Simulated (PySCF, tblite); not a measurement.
# C6H11OPSi: geometry, infrared bands and NMR shifts

What infrared bands and NMR shifts should C6H11OPSi (`C[Si](C)(C)c1cocp1`) show?

The runs use tblite 0.8.0 and PySCF 2.14.0, with density-fitted response routines of our own; the level of theory stands in each step. All values are computed, except where a source is named. Atoms count from 0, in the outputs and in this text.

## 1. Starting geometry

20 atoms, charge 0, multiplicity 1; geometry from: force field or distance geometry start.

Bonds of the start (Å): C0–Si1 1.87, Si1–C2 1.87, Si1–C3 1.89, Si1–C4 1.83, C4–C5 1.36, C5–O6 1.26, O6–C7 1.26, C7–P8 1.84, P8–C4 1.82, C0–H9 1.09, C0–H10 1.09, C0–H11 1.12, C2–H12 1.12, C2–H13 1.12, C2–H14 1.09, C3–H15 1.07, C3–H16 1.09, C3–H17 1.12, C5–H18 1.12, C7–H19 1.08.

## 2. Geometry optimisation with GFN2-xTB

What the job is given:

```
{"job": {"kind": "relax", "xc": "GFN2-xTB", "basis": "xTB"}, "charge": 0, "multiplicity": 1}
C     -1.582700    -0.866300    -1.302700
Si    -0.740700     0.127500     0.033000
C     -1.460700    -0.199500     1.724500
C     -1.084200     1.927300    -0.437600
C      1.063500    -0.162400     0.131300
C      1.861700    -0.934600    -0.651000
O      3.102700    -0.983200    -0.418700
C      3.718900    -0.372000     0.499000
P      2.300900     0.516300     1.273000
H     -1.160800    -0.690000    -2.291000
H     -1.573300    -1.940800    -1.097400
H     -2.660700    -0.560800    -1.380800
H     -2.551900    -0.426900     1.630400
H     -1.295800     0.705100     2.359300
H     -0.935300    -1.011600     2.232600
H     -1.356400     1.982400    -1.474800
H     -1.760000     2.416300     0.266000
H     -0.074200     2.408600    -0.328200
H      1.407500    -1.519800    -1.489500
H      4.776400    -0.404900     0.719700
```

Run with:

```console
OMP_NUM_THREADS=1 python probes_run.py task.json out
```

This one command runs all jobs of the session in turn.

**Question.** This job is followed by: GFN2-xTB harmonic vibrations, gas phase; GIAO PBE0/pcSseg-1 NMR shielding, non-relativistic, gas phase. Predict these results of the whole session: strongest single infrared mode (GFN2-xTB); zero-point energy (GFN2-xTB); 13C shifts against TMS (PBE0/pcSseg-1, means over atoms taken as alike); 1H shifts against TMS (PBE0/pcSseg-1, means over atoms taken as alike); 29Si shifts against TMS (PBE0/pcSseg-1); 17O shifts against H2O (PBE0/pcSseg-1); 31P shifts against H3PO4 (PBE0/pcSseg-1); surface potential, 1st and 99th percentile.

The runs gave:

| quantity | value |
| --- | --- |
| strongest single infrared mode (GFN2-xTB) | 859 cm⁻¹, 247 km/mol |
| zero-point energy (GFN2-xTB) | 96.7 kcal/mol |
| 13C shifts against TMS (PBE0/pcSseg-1, means over atoms taken as alike) | 191.2, 156.6, 142.8, 0.9 ppm |
| 1H shifts against TMS (PBE0/pcSseg-1, means over atoms taken as alike) | 9.12, 8.02, 0.33 ppm |
| 29Si shifts against TMS (PBE0/pcSseg-1) | -7.5 ppm |
| 17O shifts against H2O (PBE0/pcSseg-1) | 364.1 ppm |
| 31P shifts against H3PO4 (PBE0/pcSseg-1) | 146.7 ppm |
| surface potential, 1st and 99th percentile | -0.63 V and 1.14 V |

**Reading.** The optimisation took 115 steps and gained 1.529 eV; among the close pairs (by a distance rule), C7–P8 changed most, from 1.844 to 1.707 Å. No mode is imaginary among the 54: a minimum at this level. The strongest single mode, at 859 cm⁻¹, has its largest shares on H11, H12, H16 and Si1 (the list is cut at 4 atoms). GFN2-xTB is a fitted tight-binding method: band positions and strengths are rough. Its intensities can rank the bands wrongly. At PBE0/pcSseg-1: The widest tensor belongs to P8: span 514 ppm, with a paramagnetic part of -797 ppm. NICS(1)zz of -27 ppm above the planar ring from C4 marks a diatropic (aromatic) ring current. At PBE0/pcSseg-1, counted by nearest atom on the grid, the HOMO lies on C7 35 %; P8 30 %, the LUMO on P8 37 %; C7 31 %.
